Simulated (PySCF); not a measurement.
# F5OOs (Os(O)(F)5+): the cost of one run

Program: PySCF 2.14.0. Level of theory: TPSS, Os def2-SVP with ECP60, O def2-SVP, F def2-SVP; scalar-relativistic core potentials, no spin–orbit coupling. These are calculated values, not measurements.

4 further runs of the same task are left out: 1 for a known fault of the program, 1 that didn't finish, 2 set aside as unsound or not needed.

### Step 1. Starting geometry

7 atoms, charge 1, spin multiplicity 1.

Bond lengths: Os1–O2 1.699 Å, Os1–F3 1.831 Å, Os1–F4 1.832 Å, Os1–F5 1.832 Å, Os1–F6 1.862 Å, Os1–F7 1.832 Å. Angles: O2–Os1–F3 94.1°, O2–Os1–F4 93.7°, O2–Os1–F5 93.7°, O2–Os1–F6 179.7°, O2–Os1–F7 93.8°, F3–Os1–F4 89.7°, F3–Os1–F5 89.7°, F3–Os1–F6 86.2°, F3–Os1–F7 172.1°, F4–Os1–F5 172.6°, F4–Os1–F6 86.3°, F4–Os1–F7 89.9°, F5–Os1–F6 86.3°, F5–Os1–F7 89.7°, F6–Os1–F7 85.9°.

As a file:

```
Os    0.0544   -0.0362    0.0320
O     1.2504   -0.7145    1.0301
F    -0.0558    1.5171    0.9957
F    -1.3266   -0.7310    1.0145
F     1.2689    0.7549   -1.0877
F    -1.2569    0.6980   -1.0674
F    -0.0126   -1.4894   -1.0810
```

Formal oxidation states: Os +8. An earlier session relaxed this geometry at TPSS, Os def2-SVP with ECP60, O def2-SVP, F def2-SVP (singlet, point group C4v).

Its energy there is -664.351228 Eh.

### Step 2. Atoms moved at random, σ = 0.1 Å

run.py (the lines that set the calculation) reads:

```python
mol = gto.M(atom='''
Os    -0.05528    -0.04066     0.24557
O      1.25854    -0.68476     0.98590
F     -0.00305     1.57074     0.80319
F     -1.45198    -0.65249     0.94582
F      1.30491     0.75559    -1.11033
F     -1.22290     0.58111    -0.96297
F      0.09161    -1.53068    -1.07094''',
    basis={'Os': 'def2-SVP', 'O': 'def2-SVP', 'F': 'def2-SVP'},
    ecp={'Os': 'def2-SVP'},
    charge=1, spin=0)
mf = dft.RKS(mol, xc='TPSS')
mf.grids.atom_grid = (50, 194)
mf = mf.density_fit()  # fitting sets: Os def2-universal-JKFIT, O def2-universal-JKFIT, F def2-universal-JKFIT
mf.conv_tol = 1e-08; mf.max_cycle = 55
mf.kernel(dm0)  # dm0: the density of the relaxed state
```

On the command line:

```
$ OMP_NUM_THREADS=2 python run.py
```

**Question.** How long does this run take on 2 threads of Arm Neoverse V2, shared host?

About 7.4 s.
